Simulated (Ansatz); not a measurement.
# CH3AlO2S: the cost of one run

The runs use Ansatz 0.2.0, Gaussian basis; the settings change from run to run.

## Step 1: The molecule

The structure was relaxed beforehand with PBE0-D4 in a triple-zeta def2 set.

SMILES `O[CH]1[S][Al]1[OH]`, 8 atoms, charge 0, spin multiplicity 1.

Atoms are counted from 1 here; the program's logs count them from 0.

Bond lengths: O1–C2 1.376 Å, O1–H6 0.964 Å, C2–S3 1.996 Å, C2–Al4 1.913 Å, C2–H7 1.090 Å, S3–Al4 2.106 Å, Al4–O5 1.678 Å, O5–H8 0.955 Å. Angles: C2–O1–H6 109.7°, O1–C2–S3 114.6°, O1–C2–Al4 121.2°, O1–C2–H7 113.4°, S3–C2–Al4 65.2°, S3–C2–H7 105.0°, Al4–C2–H7 123.4°, C2–S3–Al4 55.5°, C2–Al4–S3 59.3°, C2–Al4–O5 149.7°, S3–Al4–O5 151.0°, Al4–O5–H8 125.7°.

## Step 2: B97M-V/6-31G*

Options: charge +1, multiplicity 2, restricted open-shell orbitals, atoms shaken by 0.08 Å.

in.yaml reads:

```yaml
crystal:
  periodic: [false, false, false]
  atoms:
    - {symbol: O, position_ang: [-0.048588, 1.646068, 0.609011]}
    - {symbol: C, position_ang: [0.534010, 0.811685, -0.152260]}
    - {symbol: S, position_ang: [1.380244, -0.627707, 0.882600]}
    - {symbol: Al, position_ang: [-0.373397, -0.944001, -0.282338]}
    - {symbol: O, position_ang: [-1.561743, -1.866492, -0.711324]}
    - {symbol: H, position_ang: [0.554671, 2.290817, 1.044388]}
    - {symbol: H, position_ang: [1.139310, 1.255028, -0.722793]}
    - {symbol: H, position_ang: [-1.870238, -2.700603, -0.506376]}
basis:
  gaussian: {orbitals: "6-31G*"}
total_charge: 1
magnetization: {spin_polarized: false, initial_magnetization: 1}
hamiltonian: {xc: {name: B97M-V}}
output: {forces: true}
```

Launch:

```sh
$ ansatz run in.yaml --threads 2 --pin off --events-out ev --progress --plain --max-ram 4352MiB
```

What time and memory should one allow on 2 threads of Arm Neoverse V2, shared host?

About 21 s, with a peak of 0.35 GiB.
